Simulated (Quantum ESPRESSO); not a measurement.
# RbCo4 (Im-3m) in Quantum ESPRESSO: reference runs

How does RbCo4 come out in PBE? The cell is run as given.

Everything below comes from runs of Quantum ESPRESSO 7.5. Logs are shortened: lines on timing, memory, paths and dates and some standing lists are left out, and cuts for length are marked.

### 1 The structure

The structure is cubic, space group Im-3m (No. 229). Conventional cell: a = 5.829 Å, b = 5.829 Å, c = 5.829 Å, α = 90.00°, β = 90.00°, γ = 90.00°. Rb (site symmetry m-3m) has 8 Co at 2.52 Å as nearest neighbours. Co (site symmetry -3m) has 2 Rb at 2.52 Å as nearest neighbours.

The cell was built by a generator and needn't be a form met in nature.

### 2 Single point, PBE, collinear spin, ferromagnetic start

pw.in reads:

```
&CONTROL
  calculation = 'scf'
  prefix = 'pwscf'
  outdir = './tmp'
  pseudo_dir = './pseudo'
  tprnfor = .true.
  tstress = .true.
  disk_io = 'low'
/
&SYSTEM
  ibrav = 0
  nat = 5
  ntyp = 2
  ecutwfc = 60
  ecutrho = 440
  nbnd = 54
  occupations = 'smearing'
  smearing = 'fd'
  degauss = 0.00367493
  nspin = 2
  starting_magnetization(1) = 0
  starting_magnetization(2) = 0.1176
/
&ELECTRONS
  conv_thr = 1d-09
  electron_maxstep = 120
  mixing_beta = 0.3
/
ATOMIC_SPECIES
Rb    85.4678 Rb_ONCV_PBE-1.0.oncvpsp.upf
Co    58.9332 Co_pbe_v1.2.uspp.F.UPF
CELL_PARAMETERS angstrom
  -2.9146733400    2.9146733400    2.9146733400
   2.9146733400   -2.9146733400    2.9146733400
   2.9146733400    2.9146733400   -2.9146733400
ATOMIC_POSITIONS crystal
Rb     0.0000000000    0.0000000000    0.0000000000
Co     0.5000000000    0.5000000000    0.5000000000
Co     0.0000000000    0.0000000000    0.5000000000
Co     0.0000000000    0.5000000000    0.0000000000
Co     0.5000000000    0.0000000000    0.0000000000
K_POINTS automatic
7 7 7 0 0 0
```

pp_density.in reads:

```
&INPUTPP
  prefix = 'pwscf'
  outdir = './tmp'
  filplot = 'density.dat'
  plot_num = 0
/
&PLOT
  nfile = 1
  filepp(1) = 'density.dat'
  iflag = 3
  output_format = 6
  fileout = 'density.cube'
/
```

pp_potential.in reads:

```
&INPUTPP
  prefix = 'pwscf'
  outdir = './tmp'
  filplot = 'potential.dat'
  plot_num = 11
/
&PLOT
  nfile = 1
  filepp(1) = 'potential.dat'
  iflag = 3
  output_format = 6
  fileout = 'potential.cube'
/
```

pp_spin.in reads:

```
&INPUTPP
  prefix = 'pwscf'
  outdir = './tmp'
  filplot = 'spin.dat'
  plot_num = 6
/
&PLOT
  nfile = 1
  filepp(1) = 'spin.dat'
  iflag = 3
  output_format = 6
  fileout = 'spin.cube'
/
```

Potentials or basis: SSSP 1.3 efficiency PBE.

Command:

```console
$ OMP_NUM_THREADS=1 pw.x -in pw.in > pw.out
$ OMP_NUM_THREADS=1 pp.x -in pp_density.in > pp_density.out
$ OMP_NUM_THREADS=1 pp.x -in pp_potential.in > pp_potential.out
$ OMP_NUM_THREADS=1 pp.x -in pp_spin.in > pp_spin.out
```

pw.out:

```text
This program is part of the open-source Quantum ESPRESSO suite
     for quantum simulation of materials; please cite
[... 9 lines left out ...]
     --------------------
     sticks:   dense  smooth     PW     G-vecs:    dense   smooth      PW
     Sum        2997    1637    471               104181    41907    6459

     Using Slab Decomposition

     bravais-lattice index     =            0
     lattice parameter (alat)  =       9.5400  a.u.
     unit-cell volume          =     668.3843 (a.u.)^3
     number of atoms/cell      =            5
     number of atomic types    =            2
     number of electrons       =        77.00
     number of Kohn-Sham states=           54
     kinetic-energy cutoff     =      60.0000  Ry
     charge density cutoff     =     440.0000  Ry
     scf convergence threshold =      1.0E-09
     mixing beta               =       0.3000
     number of iterations used =            8  plain     mixing
     Exchange-correlation= SLA  PW   PBE  PBE
                           (   1   4   3   4   0   0   0)

     celldm(1)=   9.540022  celldm(2)=   0.000000  celldm(3)=   0.000000
     celldm(4)=   0.000000  celldm(5)=   0.000000  celldm(6)=   0.000000

     crystal axes: (cart. coord. in units of alat)
               a(1) = (  -0.577350   0.577350   0.577350 )
               a(2) = (   0.577350  -0.577350   0.577350 )
               a(3) = (   0.577350   0.577350  -0.577350 )

     reciprocal axes: (cart. coord. in units 2 pi/alat)
               b(1) = ( -0.000000  0.866025  0.866025 )
               b(2) = (  0.866025 -0.000000  0.866025 )
               b(3) = (  0.866025  0.866025  0.000000 )

     PseudoPot. # 1 for Rb read from file:
     Rb_ONCV_PBE-1.0.oncvpsp.upf
     Pseudo is Norm-conserving, Zval =  9.0
     Generated using ONCVPSP code by D. R. Hamann
     Using radial grid of 2308 points,  6 beta functions with:
                l(1) =   0
                l(2) =   0
                l(3) =   1
                l(4) =   1
                l(5) =   2
                l(6) =   2

     PseudoPot. # 2 for Co read from file:
     Co_pbe_v1.2.uspp.F.UPF
     Pseudo is Ultrasoft + core correction, Zval = 17.0
     Generated by new atomic code, or converted to UPF format
     Using radial grid of  863 points,  6 beta functions with:
                l(1) =   0
                l(2) =   0
                l(3) =   1
                l(4) =   1
                l(5) =   2
                l(6) =   2
     Q(r) pseudized with  8 coefficients,  rinner =    1.200   1.200   1.200
                                                       1.200   1.200

     atomic species   valence    mass     pseudopotential
     Rb                9.00    85.46780     Rb( 1.00)
     Co               17.00    58.93320     Co( 1.00)

     Starting magnetic structure
     atomic species   magnetization
     Rb              0.000
     Co              0.118

     48 Sym. Ops., with inversion, found

   Cartesian axes

     site n.     atom                  positions (alat units)
         1        Rb     tau(   1) = (   0.0000000   0.0000000   0.0000000  )
         2        Co     tau(   2) = (   0.2886751   0.2886751   0.2886751  )
         3        Co     tau(   3) = (   0.2886751   0.2886751  -0.2886751  )
         4        Co     tau(   4) = (   0.2886751  -0.2886751   0.2886751  )
         5        Co     tau(   5) = (  -0.2886751   0.2886751   0.2886751  )

     number of k points=    20  Fermi-Dirac smearing, width (Ry)=  0.0037
                       cart. coord. in units 2pi/alat
        k(    1) = (   0.0000000   0.0000000   0.0000000), wk =   0.0029155
        k(    2) = (   0.1237179   0.1237179   0.0000000), wk =   0.0349854
        k(    3) = (   0.2474358   0.2474358   0.0000000), wk =   0.0349854
        k(    4) = (   0.3711537   0.3711537   0.0000000), wk =   0.0349854
        k(    5) = (   0.2474358   0.1237179   0.1237179), wk =   0.0699708
        k(    6) = (   0.3711537   0.2474358   0.1237179), wk =   0.1399417
[... 12 lines left out ...]
        k(   19) = (  -0.7423075  -0.1237179  -0.1237179), wk =   0.0233236
        k(   20) = (  -0.0000000  -0.0000000   0.7423075), wk =   0.0174927

     Dense  grid:   104181 G-vectors     FFT dimensions: (  64,  64,  64)

     Smooth grid:    41907 G-vectors     FFT dimensions: (  48,  48,  48)

     Check: negative core charge=   -0.000023
     Generating pointlists ...
     new r_m :   0.2062 (alat units)  1.9676 (a.u.) for type    1
     new r_m :   0.2062 (alat units)  1.9676 (a.u.) for type    2

     Initial potential from superposition of free atoms

     starting charge      72.9752, renormalised to      77.0000
     Starting wfcs are   57 randomized atomic wfcs

     Self-consistent Calculation

     iteration #  1     ecut=    60.00 Ry     beta= 0.30
     Davidson diagonalization with overlap
     ethr =  1.00E-02,  avg # of iterations =  5.4

     total energy              =   -1224.83953075 Ry
     estimated scf accuracy    <      53.57930945 Ry

     total magnetization       =     5.49 Bohr mag/cell
     absolute magnetization    =     5.76 Bohr mag/cell
[... 148 lines left out ...]
     total magnetization       =     7.00 Bohr mag/cell
     absolute magnetization    =     7.72 Bohr mag/cell

     iteration # 17     ecut=    60.00 Ry     beta= 0.30
     Davidson diagonalization with overlap
     ethr =  3.56E-12,  avg # of iterations =  2.0

     Magnetic moment per site  (integrated on atomic sphere of radius R)
     atom   1 (R=0.206)  charge=  6.6734  magn=  0.0124
     atom   2 (R=0.206)  charge= 15.4413  magn=  1.8148
     atom   3 (R=0.206)  charge= 15.4413  magn=  1.8148
     atom   4 (R=0.206)  charge= 15.4413  magn=  1.8148
     atom   5 (R=0.206)  charge= 15.4413  magn=  1.8148

     End of self-consistent calculation

 ------ SPIN UP ------------

          k = 0.0000 0.0000 0.0000 (  5281 PWs)   bands (ev):

   -86.3842 -86.3803 -86.3803 -86.3803 -49.7705 -49.7705 -49.7705 -49.7544
   -49.7544 -49.7544 -49.7414 -49.7414 -49.4968 -49.4968 -49.4968 -49.4740
   -18.1835  -2.6389  -2.6389  -2.6389   4.5405   6.1308   6.1308   6.3977
     6.3977   6.3977   6.5829   6.5829   7.1469   7.3178   7.3178   7.3178
     7.5064   7.5064   7.5064   7.8104   7.8104   7.8104   8.3108   8.3108
     8.3108  12.3128  12.3128  12.3128  12.3536  12.3536  12.3536  15.1034
    15.1034  15.1034  15.4059  15.4059  19.9424  19.9424
[... 123 lines left out ...]
   -86.3826 -86.3818 -86.3811 -86.3795 -49.7695 -49.7640 -49.7640 -49.7597
   -49.7542 -49.7517 -49.7481 -49.7452 -49.5029 -49.4921 -49.4876 -49.4830
   -18.1458  -3.0595  -2.8903  -2.7533   6.2238   6.5578   6.6392   6.8145
     6.8714   6.9312   7.0241   7.0995   7.1551   7.1645   7.2964   7.3990
     7.4568   7.4635   7.5585   7.6376   7.6892   7.7492   7.8843   8.0188
     8.1504   8.9532  10.3013  10.9935  12.5783  12.7427  13.4050  14.2756
    14.9413  17.4131  17.6469  18.1919  19.1870  19.6165

          k = 0.1237-0.1237 0.4949 (  5250 PWs)   bands (ev):

   -86.3828 -86.3815 -86.3815 -86.3793 -49.7705 -49.7649 -49.7625 -49.7625
   -49.7535 -49.7493 -49.7493 -49.7441 -49.5040 -49.4898 -49.4898 -49.4820
   -18.1445  -3.0178  -2.9143  -2.7996   6.1380   6.5746   6.7315   6.7698
     6.7893   6.8504   7.0514   7.1007   7.1203   7.2140   7.3508   7.3960
     7.4942   7.5422   7.5720   7.7004   7.7109   7.7662   7.8165   8.1432
     8.2052   9.1776   9.8910  11.4351  11.6625  12.7854  13.7756  14.3063
    15.0779  17.1732  17.4204  18.4193  18.6959  19.8701

          k =-0.7423-0.2474-0.2474 (  5255 PWs)   bands (ev):
[... 41 lines left out ...]
   -86.3823 -86.3821 -86.3821 -86.3785 -49.7728 -49.7719 -49.7607 -49.7607
   -49.7595 -49.7441 -49.7441 -49.7433 -49.5097 -49.4855 -49.4855 -49.4844
   -18.1212  -3.0606  -3.0563  -3.0563   6.5898   6.6799   6.6799   6.7186
     6.7666   6.7666   7.1247   7.2048   7.2048   7.2787   7.4375   7.4375
     7.7323   7.8067   7.8536   7.8654   8.0725   8.0725   8.2397   8.3361
     8.5281   8.6191  10.4255  10.7783  10.7783  12.3707  12.8630  13.1546
    13.1546  18.5583  18.7252  18.8381  19.9277  19.9277

 ------ SPIN DOWN ----------

          k = 0.0000 0.0000 0.0000 (  5281 PWs)   bands (ev):

   -84.0761 -84.0718 -84.0718 -84.0718 -47.5101 -47.5101 -47.5101 -47.4815
   -47.4361 -47.4361 -47.4361 -47.4150 -47.4150 -47.4150 -47.4028 -47.4028
   -18.1574  -2.6610  -2.6610  -2.6610   4.6473   7.3877   7.3877   7.5464
     7.5464   7.5464   8.1935   8.1935   8.7994   9.1125   9.1125   9.1125
     9.5527   9.5527   9.5527   9.9112   9.9112   9.9112  10.1496  10.1496
    10.1496  12.3736  12.3736  12.3736  13.2345  13.2345  13.2345  15.1658
    15.1658  15.1658  15.9352  15.9352  20.0864  20.0864
[... 123 lines left out ...]
   -84.0743 -84.0735 -84.0727 -84.0709 -47.5146 -47.5037 -47.4984 -47.4926
   -47.4349 -47.4285 -47.4272 -47.4230 -47.4168 -47.4145 -47.4098 -47.4070
   -18.1195  -3.0502  -2.8897  -2.7645   6.5980   7.4510   7.8060   8.1129
     8.2338   8.3826   8.5492   8.5583   8.8551   8.8552   8.9756   9.0114
     9.1921   9.2883   9.3687   9.6046   9.6340   9.6781   9.7688   9.8996
     9.9371  10.1868  11.3000  11.4269  12.8835  13.2233  13.7605  14.5327
    15.2724  17.6908  17.8826  18.5369  19.2047  19.8662

          k = 0.1237-0.1237 0.4949 (  5250 PWs)   bands (ev):

   -84.0745 -84.0731 -84.0731 -84.0707 -47.5159 -47.5013 -47.5012 -47.4915
   -47.4361 -47.4294 -47.4256 -47.4256 -47.4157 -47.4114 -47.4114 -47.4059
   -18.1182  -3.0106  -2.9124  -2.8067   6.4768   7.7617   7.8567   7.9314
     8.2196   8.3637   8.4865   8.6537   8.7318   8.8449   9.0836   9.1501
     9.1620   9.3651   9.4867   9.5598   9.5769   9.7863   9.7941   9.9306
     9.9516  10.1478  10.8265  12.0275  12.1201  13.2711  14.0563  14.5213
    15.3653  17.4712  17.7468  18.6115  18.8092  20.1169

          k =-0.7423-0.2474-0.2474 (  5255 PWs)   bands (ev):
[... 41 lines left out ...]
   -84.0740 -84.0738 -84.0738 -84.0697 -47.5220 -47.4975 -47.4975 -47.4961
   -47.4388 -47.4378 -47.4219 -47.4219 -47.4206 -47.4060 -47.4060 -47.4050
   -18.0946  -3.0474  -3.0428  -3.0428   7.5798   7.8906   7.8906   8.1067
     8.2478   8.2478   8.3805   8.3968   8.8687   8.9692   8.9692   9.4870
     9.4870   9.5884   9.6058   9.8558   9.8558   9.9174   9.9340   9.9742
    10.0984  10.1942  10.9217  11.6826  11.6826  12.7401  13.0039  13.2643
    13.2643  18.4858  18.5925  19.5101  20.1579  20.1579

     the Fermi energy is     9.4956 ev

!    total energy              =   -1241.94106613 Ry
     estimated scf accuracy    <          1.2E-10 Ry
     smearing contrib. (-TS)   =      -0.00743238 Ry
     internal energy E=F+TS    =   -1241.93363375 Ry

     The total energy is F=E-TS. E is the sum of the following terms:
     one-electron contribution =    -926.15451008 Ry
     hartree contribution      =     489.04123115 Ry
     xc contribution           =    -138.01915298 Ry
     ewald contribution        =    -666.80120184 Ry

     total magnetization       =     7.00 Bohr mag/cell
     absolute magnetization    =     7.72 Bohr mag/cell

     convergence has been achieved in  17 iterations

     Forces acting on atoms (cartesian axes, Ry/au):

     atom    1 type  1   force =     0.00000000    0.00000000    0.00000000
     atom    2 type  2   force =     0.00000000    0.00000000   -0.00000000
     atom    3 type  2   force =    -0.00000000    0.00000000   -0.00000000
     atom    4 type  2   force =     0.00000000    0.00000000    0.00000000
     atom    5 type  2   force =     0.00000000    0.00000000    0.00000000

     Total force =     0.000000     Total SCF correction =     0.000000

     Computing stress (Cartesian axis) and pressure

          total   stress  (Ry/bohr**3)                   (kbar)     P=      -26.86
  -0.00018257   0.00000000   0.00000000          -26.86        0.00        0.00
   0.00000000  -0.00018257   0.00000000            0.00      -26.86        0.00
   0.00000000   0.00000000  -0.00018257            0.00        0.00      -26.86

=------------------------------------------------------------------------------=
   JOB DONE.
=------------------------------------------------------------------------------=
```

It took 3.6 min on 1 thread of Intel Xeon 6975P-C (Granite Rapids), shared host; peak memory 0.62 GiB.

What came out:

```yaml
Free_energy: -16897.4690 eV
Pressure: -2.7 GPa
Band_gap_on_the_k_mesh: none (metal or under the smearing width)
Net_moment: 7.00 μB per cell
Absolute_moment: 7.72 μB per cell
Site_moments: Rb +0.01; Co +1.81 μB
Valence_electrons_inside_the_program's_atomic_spheres: Rb 6.67; Co 15.44
```

Levels at points of the mesh, in eV from the Fermi level:
Spin up:
```tsv
k point	band 40	band 41	band 42	band 43	band 44	band 45
(0.00, 0.00, 0.00)	-1.18	-1.18	2.82	2.82	2.82	2.86
```
Spin down:
```csv
k point,band 32,band 33,band 34,band 35,band 36,band 37,band 38,band 39
"(0.00, 0.00, 0.00)",-0.38,0.06,0.06,0.06,0.42,0.42,0.42,0.65
```
